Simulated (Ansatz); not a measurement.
# IrCl(PH3)3 (P₃IrH₉Cl): single points with varied inputs

Method: the settings change from run to run; program: Ansatz 0.2.0, Gaussian basis.

### 1 The geometry

An earlier PBE-D4/def2-SVP relaxation fixed the geometry. Ir takes a core potential in def2 sets; no spin-orbit term is included.

14 atoms, charge 0, spin multiplicity 1.

Atoms are counted from 1 here; the program's logs count them from 0.

Bond lengths: Ir1–Cl2 2.394 Å, Ir1–P3 2.282 Å, Ir1–P7 2.212 Å, Ir1–P11 2.291 Å, P3–H4 1.437 Å, P3–H5 1.432 Å, P3–H6 1.432 Å, P7–H8 1.443 Å, P7–H9 1.439 Å, P7–H10 1.444 Å, P11–H12 1.432 Å, P11–H13 1.431 Å, P11–H14 1.436 Å. Angles: Cl2–Ir1–P3 85.1°, Cl2–Ir1–P7 179.7°, Cl2–Ir1–P11 84.4°, P3–Ir1–P7 95.1°, P3–Ir1–P11 169.6°, P7–Ir1–P11 95.3°, Ir1–P3–H4 122.0°, Ir1–P3–H5 117.7°, Ir1–P3–H6 117.8°, H4–P3–H5 98.3°, H4–P3–H6 98.3°, H5–P3–H6 98.2°, Ir1–P7–H8 120.9°, Ir1–P7–H9 120.3°, Ir1–P7–H10 121.1°, H8–P7–H9 96.5°, H8–P7–H10 95.7°, H9–P7–H10 96.4° and more.

### 2 r2SCAN/def2-SVPD

Options: a point charge of -1.00 e beside it, D3(BJ) with three-body dispersion, relativity set to scalar.

The input, in.yaml:

```yaml
crystal:
  periodic: [false, false, false]
  atoms:
    - {symbol: Ir, position_ang: [0.455737, 0.006234, -0.005762]}
    - {symbol: Cl, position_ang: [2.848707, 0.011892, -0.061558]}
    - {symbol: P, position_ang: [0.643091, 2.279934, -0.026986]}
    - {symbol: H, position_ang: [-0.509227, 3.138383, -0.011303]}
    - {symbol: H, position_ang: [1.331519, 2.879985, -1.129558]}
    - {symbol: H, position_ang: [1.377117, 2.900486, 1.034367]}
    - {symbol: P, position_ang: [-1.755849, -0.009099, 0.044848]}
    - {symbol: H, position_ang: [-2.514166, -0.711676, -0.961659]}
    - {symbol: H, position_ang: [-2.491576, 1.225715, -0.027546]}
    - {symbol: H, position_ang: [-2.471611, -0.556840, 1.172447]}
    - {symbol: P, position_ang: [0.682728, -2.273033, -0.006576]}
    - {symbol: H, position_ang: [1.407245, -2.858698, 1.080783]}
    - {symbol: H, position_ang: [1.425615, -2.851054, -1.084796]}
    - {symbol: H, position_ang: [-0.429341, -3.182229, -0.016701]}
basis:
  gaussian: {orbitals: def2-SVPD, point_charges: [{charge: -1.00, position_ang: [5.876, 0.009, 0.032]}]}
hamiltonian: {xc: {name: r2SCAN}, dispersion: d3bjatm, pseudopotentials: {relativity: scalar}}
output: {forces: true}
```

Command:

```console
ansatz run in.yaml --threads 4 --pin off --events-out ev --progress --plain --max-ram 8704MiB
```

**Question.** How long does this run take on 4 threads of Arm Neoverse V1, shared host, and how much memory does it need?

About 10 s, with a peak of 0.39 GiB.
